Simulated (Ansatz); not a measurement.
# BiTe (R-3m) in Ansatz: further runs

The runs below take BiTe through single point, equation of state, with PBE.

Everything below comes from runs of Ansatz 0.2.0. Logs are shortened: lines on timing, memory, paths and dates and some standing lists are left out, and cuts for length are marked.

## Step 1: Starting point

It takes space group R-3m (No. 166, trigonal). The conventional cell has a = 4.845 Å, b = 4.845 Å, c = 9.952 Å, α = 90.00°, β = 90.00°, γ = 120.00°. Bi (site symmetry -3m) has 6 Te at 3.25 Å as nearest neighbours. Around Te (site symmetry -3m) lie 6 Bi at 3.25 Å.

The cell comes from a database or a generator and needn't be the stable form of this composition.

## Step 2: Single point, PBE, 31.70 Å³/atom (volume scaled by 0.94)

input.yaml

```yaml
crystal:
  lattice:
    - [2.3732508797, 1.3701970343, 3.2495731172]
    - [-2.3732508797, 1.3701970343, 3.2495731172]
    - [0.0, -2.7403940685, 3.2495731172]
  atoms:
    - { symbol: Bi, position: [0.5, 0.5, 0.5] }
    - { symbol: Te, position: [0.0, 0.0, 0.0] }
hamiltonian:
  xc: pbe
  pseudopotentials: { kind: paw }
kpoints:
  mp_grid: { grid: [7, 7, 7] }
scf:
  occupations: { method: fermi_dirac, width: 0.05 }
output:
  forces: true
  stress: true
  eigenvalues: true
```

Potentials or basis: Ansatz PAW.

Started as:

```console
ansatz run input.yaml --threads 2 --pin off --max-ram 5632MiB --backend cpu --events-out ev --progress --plain --runs-dir out
```

Log:

```text
Warning: RAYON_NUM_THREADS=2 ignored (pool sized by the plan → 2); use --threads N
Engine: ansatz 0.2.0, aarch64-unknown-linux-gnu
Pseudopotentials: kind: paw
Pseudopotential: Bi, paw, valence charge 15, recommended cutoff 420 eV (normal), Bi.paw.azcp
Pseudopotential: Te, paw, valence charge 16, recommended cutoff 420 eV (normal), Te.paw.azcp
Functional definition: PBE
  parameter kappa = 0.804
  parameter beta = 0.06672455060314922
  exchange = pbe_x(kappa = kappa, mu = beta*pi^2/3)
  correlation = pbe_c(beta = beta)
Crystal: 2 atoms, lattice volume = 63.402 Å³
Basis set: ecut = 420 eV, 1229 PW (Γ), exchange–correlation on 60×60×60 points (8 copies of the dense FFT grid, shifted against one another)
Bands: 20, of which v1, the nominal top of the filled ones, is band 16 counted from 1 (15 counted from 0)
Symmetry: 12 space group operations
Space group: R-3m (ITA 166), of the structure as read, at distance tolerance 4.0e-5 Å
k-points: 44 of 343
Non-local potential: Bi, projectors of the file, l = 0: 2, l = 1: 2, l = 2: 2, l = 3: 2
Non-local potential: Te, projectors of the file, l = 0: 2, l = 1: 2, l = 2: 2, l = 3: 2
PAW form: soft (Blöchl's): semilocal exchange-correlation on the pseudo side does not see the compensation charge
PAW one-centre angular grid: Bi, 590 points (default); XC on 64 Gauss nodes
PAW one-centre angular grid: Te, 590 points (default); XC on 64 Gauss nodes
Initial density: superposition of atomic densities (neutral atoms: chi_scale 0, normalization atom), corrected by the library's trained network
Initial wavefunctions: pseudopotential atomic-orbital guess
Functional: x = pbe(κ = 0.804, μ = 0.2195149727645171), c = pbe(β = 0.06672455060314922)
SCF iter   1: F=—  HF=-19376.607939 eV  |F-HF|=—  |Δ(HF+E_count)|=         —  Δρ=7.39e-4  dr2=3.26e-4  ethr=1.77e-3  ⟨swp⟩=6.3  Hψ=4563  notcnv=0
preconditioner: auto → Kerker (q_TF=auto, 2.422 Å⁻¹)  [metal: Δε(μ)=0.028 eV  Ē_g=9.689 eV  σ=0.050 eV  W_gap=0.14  n_scr=14 (ndim 8)  ℏωp=15.5 eV  f_vac=0.000  D(μ)=1.45/eV (n_scr^D=14)]
SCF iter   2: F=—  HF=-19376.606181 eV  |F-HF|=—  |Δ(HF+E_count)|=   1.76e-3  Δρ=4.81e-4  dr2=1.18e-4  ethr=1.05e-6  ⟨swp⟩=3.2  Hψ=2230  notcnv=0
SCF iter   3: F=—  HF=-19376.606208 eV  |F-HF|=—  |Δ(HF+E_count)|=   2.68e-5  Δρ=2.47e-4  dr2=3.77e-5  ethr=3.79e-7  ⟨swp⟩=2.4  Hψ=1348  notcnv=0
SCF iter   4: F=—  HF=-19376.606231 eV  |F-HF|=—  |Δ(HF+E_count)|=   2.30e-5  Δρ=7.03e-5  dr2=3.31e-6  ethr=1.22e-7  ⟨swp⟩=2.0  Hψ=1173  notcnv=0
SCF iter   5: F=—  HF=-19376.606231 eV  |F-HF|=—  |Δ(HF+E_count)|=   2.57e-7  Δρ=2.64e-5  dr2=4.82e-7  ethr=1.07e-8  ⟨swp⟩=2.7  Hψ=1530  notcnv=0
SCF iter   6: F=-19376.606230 eV  HF=-19376.606230 eV  |F-HF|=1.51e-9  |Δ(HF+E_count)|=   5.37e-8  Δρ=4.87e-6  dr2=2.34e-8  ethr=3.23e-10  ⟨swp⟩=7.6  Hψ=4649  notcnv=0
SCF 1 converged in 6 iterations: F = -19376.606230 eV  dr2 = 2.34e-8
SCF converged after 6 iterations
Free energy (F): -19376.606230 eV
Harris-Foulkes:  -19376.606230 eV  (|F-HF|=1.51e-9)
Internal energy: -19376.593666 eV  (E = F + TS)
E sigma→0 (E₀):  -19376.599948 eV
Entropy (-TS):   -0.012564 eV (-6.282 meV/atom)
Fermi energy:    10.849981 eV
--- Per-component energies (eV) ---
  E_band       = -335.714624
  E_kinetic    = 483.238794
  E_local      = -2641.663849  (includes V_loc(G=0)·N_el)
  E_nonlocal   = 250.142508
  E_hartree    = 1243.690445
  E_xc         = -276.378545
  E_vxc        = -249.362149  (∫ρ·V_xc dr)
  E_paw        = -15325.022023  (= ΣΔE_a)
  E_vpaw       = -665.443616  (= ΣTr[D̂ρ^β])
  E_aug_tail   = -0.000609  (compensation charges beyond the density's cutoff)
  E_ewald      = -3110.600387
  E_smearing   = -0.012564  (= −TS)
  E_closure    = 0.000000  (closes the sum)
  Σ components = -19376.606230   (vs F -19376.606230, Δ=0.00e0)
--- Forces (eV/Å), atoms counted from 1 ---
  atom   1  Bi     0.00000000     0.00000000     0.00000000
  atom   2  Te     0.00000000    -0.00000000    -0.00000000
  max |Σ_I F_I| component: 1.31e-31 eV/Å
--- Stress (GPa, compression-positive) ---
        3.978008       0.000000       0.000000
        0.000000       3.978008      -0.000000
        0.000000      -0.000000       2.866510
  P = ⅓ Tr σ = 3.6075 GPa (36.075 kbar)
--- Band table (eV; the first three rows and the last of 44) ---
  k-point 0: bands = ["-26.4942", "-26.4942", "-26.4562", "-26.4562", "-26.4394", "-12.4444", "-12.4444", "-12.4274", "-12.4274", "-12.4064", "-3.0903", "2.7869", "7.7226", "7.7226", "9.1212", "12.8499", "13.4960", "13.4960", "14.7901", "14.7901"]
  k-point 1: bands = ["-26.4941", "-26.4941", "-26.4562", "-26.4559", "-26.4394", "-12.4445", "-12.4440", "-12.4289", "-12.4257", "-12.4059", "-2.9024", "2.2552", "7.8453", "8.0613", "9.0384", "12.1721", "12.7185", "12.8895", "15.0914", "15.3188"]
  k-point 2: bands = ["-26.4940", "-26.4940", "-26.4562", "-26.4553", "-26.4393", "-12.4453", "-12.4438", "-12.4316", "-12.4222", "-12.4040", "-2.3470", "1.0640", "8.2077", "8.6100", "9.1459", "10.9669", "11.4021", "11.9960", "15.9443", "15.9990"]
  k-point 43: bands = ["-26.4942", "-26.4941", "-26.4545", "-26.4544", "-26.4395", "-12.4540", "-12.4520", "-12.4105", "-12.4099", "-12.4090", "-0.6467", "-0.1413", "6.7218", "7.7759", "7.9482", "10.0264", "10.2073", "11.5579", "18.0259", "18.6600"]
```

Run time: 1.6 s. Hardware: 2 threads of Arm Neoverse V2, shared host; peak memory 0.36 GiB.

Results:

```
Free energy            : -19376.6062 eV
Pressure               : 3.6 GPa
Band gap on the k mesh : none (metal or under the smearing width)
```

Caveat: spin-orbit coupling is left out, which moves the levels of the heavy elements.

## Step 3: Single point, PBE, 32.38 Å³/atom (volume scaled by 0.96)

input.yaml: that of step 2 with these lines changed.

```diff
@@ -2,5 +2,5 @@
   lattice:
-    - [2.3732508797, 1.3701970343, 3.2495731172]
-    - [-2.3732508797, 1.3701970343, 3.2495731172]
-    - [0.0, -2.7403940685, 3.2495731172]
+    - [2.3899644647, 1.3798466271, 3.2724581889]
+    - [-2.3899644647, 1.3798466271, 3.2724581889]
+    - [0.0, -2.7596932542, 3.2724581889]
   atoms:
```

Potentials or basis: Ansatz PAW.

Started as:

```console
ansatz run input.yaml --threads 2 --pin off --max-ram 5632MiB --backend cpu --events-out ev --progress --plain --runs-dir out
```

It took 1.7 s on 2 threads of Arm Neoverse V2, shared host; peak memory 0.36 GiB.

The run converged. Its results:

| Quantity | Value |
| --- | --- |
| Free energy | -19376.6311 eV |
| Pressure | 2.3 GPa |
| Band gap on the k mesh | none (metal or under the smearing width) |

Caveat: spin-orbit coupling is left out, which moves the levels of the heavy elements.

## Step 4: Single point, PBE, 33.05 Å³/atom (volume scaled by 0.98)

input.yaml: that of step 3 with these lines changed.

```diff
@@ -2,5 +2,5 @@
   lattice:
-    - [2.3899644647, 1.3798466271, 3.2724581889]
-    - [-2.3899644647, 1.3798466271, 3.2724581889]
-    - [0.0, -2.7596932542, 3.2724581889]
+    - [2.4064474992, 1.3893631114, 3.2950275793]
+    - [-2.4064474992, 1.3893631114, 3.2950275793]
+    - [0.0, -2.7787262229, 3.2950275793]
   atoms:
@@ -19 +19,5 @@
   eigenvalues: true
+  write_density: true
+  write_potential: true
+  elf: true
+  volumetric_format: npy
```

Started as:

```console
ansatz run input.yaml --threads 2 --pin off --max-ram 5632MiB --backend cpu --events-out ev --progress --plain --runs-dir out
```

It took 2.4 s on 2 threads of Arm Neoverse V2, shared host; peak memory 0.36 GiB.

The run converged. Its results:

```yaml
Free_energy: -19376.6458 eV
Pressure: 1.2 GPa
Band_gap_on_the_k_mesh: none (metal or under the smearing width)
```

Caveat: spin-orbit coupling is left out, which moves the levels of the heavy elements.

## Step 5: Single point, PBE, 33.72 Å³/atom

input.yaml

```yaml
crystal:
  lattice:
    - [2.4227077728, 1.3987509848, 3.3172919545]
    - [-2.4227077728, 1.3987509848, 3.3172919545]
    - [0.0, -2.7975019696, 3.3172919545]
  atoms:
    - { symbol: Bi, position: [0.5, 0.5, 0.5] }
    - { symbol: Te, position: [0.0, 0.0, 0.0] }
hamiltonian:
  xc: pbe
  pseudopotentials: { kind: paw }
kpoints:
  mp_grid: { grid: [7, 7, 7] }
scf:
  occupations: { method: fermi_dirac, width: 0.05 }
output:
  forces: true
  stress: true
  eigenvalues: true
```

Started as:

```console
ansatz run input.yaml --threads 2 --pin off --max-ram 5632MiB --backend cpu --events-out ev --progress --plain --runs-dir out
```

It took 1.7 s on 2 threads of Arm Neoverse V2, shared host; peak memory 0.36 GiB.

Results (log left out):

```
Free energy            : -19376.6513 eV
Pressure               : 0.2 GPa
Band gap on the k mesh : none (metal or under the smearing width)
```

Caveat: spin-orbit coupling is left out, which moves the levels of the heavy elements.

## Step 6: Single point, PBE, 34.40 Å³/atom (volume scaled by 1.02)

input.yaml: that of step 5 with these lines changed.

```diff
@@ -2,5 +2,5 @@
   lattice:
-    - [2.4227077728, 1.3987509848, 3.3172919545]
-    - [-2.4227077728, 1.3987509848, 3.3172919545]
-    - [0.0, -2.7975019696, 3.3172919545]
+    - [2.4387526627, 1.4080145063, 3.3392614156]
+    - [-2.4387526627, 1.4080145063, 3.3392614156]
+    - [0.0, -2.8160290126, 3.3392614156]
   atoms:
```

Potentials or basis: Ansatz PAW.

Started as:

```console
ansatz run input.yaml --threads 2 --pin off --max-ram 5632MiB --backend cpu --events-out ev --progress --plain --runs-dir out
```

Run time: 1.7 s. Hardware: 2 threads of Arm Neoverse V2, shared host; peak memory 0.36 GiB.

It converged, with:

```yaml
Free_energy: -19376.6487 eV
Pressure: -0.8 GPa
Band_gap_on_the_k_mesh: none (metal or under the smearing width)
```

Caveat: spin-orbit coupling is left out, which moves the levels of the heavy elements.

## Step 7: Single point, PBE, 35.07 Å³/atom (volume scaled by 1.04)

input.yaml: that of step 6 with these lines changed.

```diff
@@ -2,5 +2,5 @@
   lattice:
-    - [2.4387526627, 1.4080145063, 3.3392614156]
-    - [-2.4387526627, 1.4080145063, 3.3392614156]
-    - [0.0, -2.8160290126, 3.3392614156]
+    - [2.4545891627, 1.4171577139, 3.3609455389]
+    - [-2.4545891627, 1.4171577139, 3.3609455389]
+    - [0.0, -2.8343154277, 3.3609455389]
   atoms:
@@ -19 +19,5 @@
   eigenvalues: true
+  write_density: true
+  write_potential: true
+  elf: true
+  volumetric_format: npy
```

Started as:

```console
ansatz run input.yaml --threads 2 --pin off --max-ram 5632MiB --backend cpu --events-out ev --progress --plain --runs-dir out
```

Wall time 2.4 s (2 threads of Arm Neoverse V2, shared host); peak memory 0.37 GiB.

The run converged. Its results:

* Free energy: -19376.6387 eV
* Pressure: -1.6 GPa
* Band gap on the k mesh: none (metal or under the smearing width)

Caveat: spin-orbit coupling is left out, which moves the levels of the heavy elements.

## Step 8: Single point, PBE, 35.75 Å³/atom (volume scaled by 1.06)

input.yaml: that of step 7 with these lines changed.

```diff
@@ -2,5 +2,5 @@
   lattice:
-    - [2.4545891627, 1.4171577139, 3.3609455389]
-    - [-2.4545891627, 1.4171577139, 3.3609455389]
-    - [0.0, -2.8343154277, 3.3609455389]
+    - [2.4702239101, 1.4261844395, 3.3823534125]
+    - [-2.4702239101, 1.4261844395, 3.3823534125]
+    - [0.0, -2.852368879, 3.3823534125]
   atoms:
```

Started as:

```console
ansatz run input.yaml --threads 2 --pin off --max-ram 5632MiB --backend cpu --events-out ev --progress --plain --runs-dir out
```

Run time: 2.4 s. Hardware: 2 threads of Arm Neoverse V2, shared host; peak memory 0.37 GiB.

Results (log left out):

```yaml
Free_energy: -19376.6221 eV
Pressure: -2.3 GPa
Band_gap_on_the_k_mesh: none (metal or under the smearing width)
```

Caveat: spin-orbit coupling is left out, which moves the levels of the heavy elements.

## Step 9: Equation of state, PBE

Potentials or basis: Ansatz PAW.

No new run: the results of the series are fitted here.

What came out:

```yaml
Equilibrium_volume: 33.83 Å³/atom
Bulk_modulus_at_fixed_shape_and_positions: 48 GPa
Pressure_derivative_of_the_bulk_modulus: 4.6
```

Energy against volume, from the lowest point:
```
volume (Å³/atom)  energy (meV/atom)
          31.701              22.54
          32.376              10.10
          33.050               2.76
          33.725               0.00
          34.399               1.33
          35.074               6.32
          35.748              14.58
```

Caveat: the cell was scaled at fixed shape and fractional positions, which overstates the stiffness of a crystal with free parameters, most of all of layers and chains; spin-orbit coupling is left out, which moves the levels of the heavy elements.
